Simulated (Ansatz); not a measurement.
# CH₈GeO₂Si: a ladder of functionals and wavefunction methods

How much do the methods differ for CH₈GeO₂Si? The plan is to run it at one geometry with functionals of several rungs and with coupled cluster, and see how far each lands from CCSD(T) at the basis-set limit for the atomisation energy.

The runs use Ansatz 0.2.0, Gaussian basis; functionals in def2-TZVPP, the program's frozen cores in correlated methods.

Plan: PBE-D4, r2SCAN-D4, PBE0-D4, B3LYP-D4, ωB97X-V, ωB97M-V, B2PLYP; CCSD(T)/def2-TZVPP; MP2/def2-QZVPP; extrapolation to the limit.

### 1 The geometry

An earlier PBE0-D4 in a triple-zeta def2 set relaxation fixed the geometry.

SMILES `O[SiH2][CH2][GeH2][OH]`, 13 atoms, charge 0, spin multiplicity 1.

Atoms are counted from 1 here; the program's logs count them from 0.

Bond lengths: O1–Si2 1.639 Å, O1–H6 0.969 Å, Si2–C3 1.877 Å, Si2–H7 1.484 Å, Si2–H8 1.492 Å, C3–Ge4 1.939 Å, C3–H9 1.095 Å, C3–H10 1.093 Å, Ge4–O5 1.805 Å, Ge4–H11 1.542 Å, Ge4–H12 1.542 Å, O5–H13 0.959 Å. Angles: Si2–O1–H6 112.6°, O1–Si2–C3 110.6°, O1–Si2–H7 107.1°, O1–Si2–H8 112.4°, C3–Si2–H7 110.7°, C3–Si2–H8 107.3°, H7–Si2–H8 108.7°, Si2–C3–Ge4 112.5°, Si2–C3–H9 109.8°, Si2–C3–H10 109.8°, Ge4–C3–H9 108.2°, Ge4–C3–H10 108.6°, H9–C3–H10 107.8°, C3–Ge4–O5 103.2°, C3–Ge4–H11 114.4°, C3–Ge4–H12 112.8°, O5–Ge4–H11 107.8°, O5–Ge4–H12 107.9° and more.

### 2 PBE-D4 (GGA)

Input file in.yaml:

```yaml
crystal:
  periodic: [false, false, false]
  atoms:
    - {symbol: O, position_ang: [0.018150, -1.052764, 1.911323]}
    - {symbol: Si, position_ang: [-0.295050, 0.518276, 1.565871]}
    - {symbol: C, position_ang: [-0.928031, 0.693859, -0.191939]}
    - {symbol: Ge, position_ang: [0.312630, -0.013705, -1.502632]}
    - {symbol: O, position_ang: [0.970695, -1.487483, -0.695321]}
    - {symbol: H, position_ang: [0.473164, -1.510179, 1.188374]}
    - {symbol: H, position_ang: [-1.312591, 0.985820, 2.540389]}
    - {symbol: H, position_ang: [0.917045, 1.380209, 1.689844]}
    - {symbol: H, position_ang: [-1.100521, 1.750743, -0.420233]}
    - {symbol: H, position_ang: [-1.882140, 0.169873, -0.295686]}
    - {symbol: H, position_ang: [-0.342475, -0.453208, -2.827512]}
    - {symbol: H, position_ang: [1.491508, 0.938983, -1.785524]}
    - {symbol: H, position_ang: [1.677598, -1.920434, -1.176974]}
basis:
  gaussian: {orbitals: def2-TZVPP}
hamiltonian: {xc: pbe, dispersion: d4}
output: {forces: true, orbitals: {seedname: orbitals}}
```

Launch:

```bash
$ ansatz run in.yaml --threads 2 --pin off --events-out ev --progress --plain --max-ram 22528MiB --backend cuda --devices 0, --max-vram 18GiB
```

After this run come: r2SCAN-D4 (meta-GGA); PBE0-D4 (hybrid); B3LYP-D4 (hybrid); ωB97X-V (range-separated); ωB97M-V (range-separated); B2PLYP (double hybrid); CCSD(T) in def2-TZVPP; MP2 in def2-QZVPP.

Before running them: what should the planned runs give, taken together? Wanted: atomisation energy, CCSD(T)/CBS; farthest; mean size of error, hybrid; mean size of error, range-separated; gap, smallest and largest; T1 diagnostic; triples share of the correlation energy.

As calculated:

| quantity | value |
| --- | --- |
| atomisation energy, CCSD(T)/CBS | 4531.2 kJ/mol |
| functionals within 45.3 kJ/mol (1.0 %) | PBE-D4, r2SCAN-D4, ωB97X-V, ωB97M-V |
| farthest | B2PLYP (-86.6 kJ/mol) |
| mean size of error, hybrid | 64.6 kJ/mol |
| mean size of error, range-separated | 18.3 kJ/mol |
| gap, smallest and largest | 5.79 eV (PBE-D4), 12.57 eV (ωB97X-V) |
| T1 diagnostic | 0.0113 |
| triples share of the correlation energy | 3.5 % |

**Reading.** PBE-D4 is off by -13.8 kJ/mol. Double hybrids carry the basis error of their MP2 part in triple zeta, and no dispersion term here, so their miss is partly the set-up's. The reference freezes the cores and leaves out relativity and excitations past (T), and its outer-core shells are covered unevenly, so misses under about 45.3 kJ/mol can't be ranked. Hartree-Fock recovers 72 % of the binding; the rest is correlation. The gap grows from 5.8 to 12.6 eV across the functionals, mostly with the share of exact exchange. Correlated methods include outer-core shells of Ge, which these sets cover unevenly.
